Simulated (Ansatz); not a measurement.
# AsH₃ (singlet): the correlation ladder at distance As1–H4 = 1.522 Å, 6-31G

How much of the correlation energy of AsH₃ (singlet) does each wave-function method recover here?

Computed with Ansatz 0.2.0, Gaussian basis. Level: 6-31G, core rule «outside noble gas», up to 14 orbitals frozen.

To be run: UHF; CCSD(T) on RHF; BCCD(T) on RHF; CISD; CCSDT(Q) on RHF; CCSDTQ on RHF; CASSCF and MRCISD+Q, 2 electrons in 2 orbitals; CASSCF and NEVPT2, 2 electrons in 2 orbitals; CASSCF and MRCISD+Q, 8 electrons in 7 orbitals; CASSCF and NEVPT2, 8 electrons in 7 orbitals; Full CI.

20 further runs of the same task are left out: 15 that didn't finish, 5 set aside as unsound or not needed.

**1. What is computed**

The geometry derives from a PBE0/def2-TZVP stationary point (not a proven minimum). One bond is set to the value named and the two fragments are kept rigid. No spin-orbit coupling is included. The filled d shell of As may be among the frozen orbitals whatever the setting's name suggests; the logs give the count.

4 atoms, charge 0, spin multiplicity 1.

Atoms are counted from 1 here; the program's logs count them from 0.

Bond lengths: As1–H2 1.522 Å, As1–H3 1.522 Å, As1–H4 1.522 Å. Angles: H2–As1–H3 92.0°, H2–As1–H4 92.0°, H3–As1–H4 92.0°.

**2. UHF**

The input, in.yaml:

```yaml
crystal:
  periodic: [false, false, false]
  atoms:
    - {symbol: As, position_ang: [0.000180, 0.000018, -0.032875]}
    - {symbol: H, position_ang: [1.259297, 0.013995, 0.821503]}
    - {symbol: H, position_ang: [-0.648855, 1.086822, 0.811601]}
    - {symbol: H, position_ang: [-0.623856, -1.102121, 0.810570]}
basis:
  gaussian: {orbitals: 6-31G}
magnetization: {spin_polarized: true, initial_magnetization: 0}
hamiltonian: {xc: hf}
output: {orbitals: {seedname: orbitals}}
```

Command:

```console
ansatz run in.yaml --threads 1 --pin off --events-out ev --progress --plain --max-ram 2393MiB
```

The runs that follow: CCSD(T) on RHF; BCCD(T) on RHF; CISD; CCSDT(Q) on RHF; CCSDTQ on RHF; CASSCF and MRCISD+Q, 2 electrons in 2 orbitals; CASSCF and NEVPT2, 2 electrons in 2 orbitals; CASSCF and MRCISD+Q, 8 electrons in 7 orbitals; CASSCF and NEVPT2, 8 electrons in 7 orbitals; Full CI.

**Question.** What will the summary of the whole plan be? Wanted: FCI below the RHF energy; RMP2 from FCI; RCCSD from FCI; RCCSD(T) from FCI; RCCSDT(Q) from FCI; NEVPT2 pair from FCI; MRCISD+Q pair from FCI; NEVPT2 valence from FCI; T1 diagnostic.

**Answer**, as computed:

| quantity | value |
| --- | --- |
| FCI below the RHF energy | -2.3722 eV |
| RMP2 from FCI | +636.5 meV |
| RCCSD from FCI | +31.3 meV |
| RCCSD(T) from FCI | +7.1 meV |
| RCCSDT(Q) from FCI | +0.2 meV |
| NEVPT2 pair from FCI | +515.9 meV |
| MRCISD+Q pair from FCI | -12.1 meV |
| NEVPT2 valence from FCI | +194.4 meV |
| levels within 1 kcal/mol (43 meV) | RCCSD, RCCSD(T), BCCD(T), RCCSDT, RCCSDT(Q), RCCSDTQ, MRCISD+Q pair, MRCISD valence, MRCISD+Q valence |
| T1 diagnostic | 0.008 |
| effectively unpaired electrons | 0.04 |

RCCSD(T) lands +7.1 meV from the yardstick (0.3 % of the correlation energy). MRCISD+Q pair falls below full CI: the +Q correction isn't variational, and the cores differ from full CI's. One determinant dominates. Of the multireference levels listed MRCISD+Q valence comes nearest in total energy (+10.5 meV), which doesn't show that its space is the better one. These misses are within one basis, not against nature.
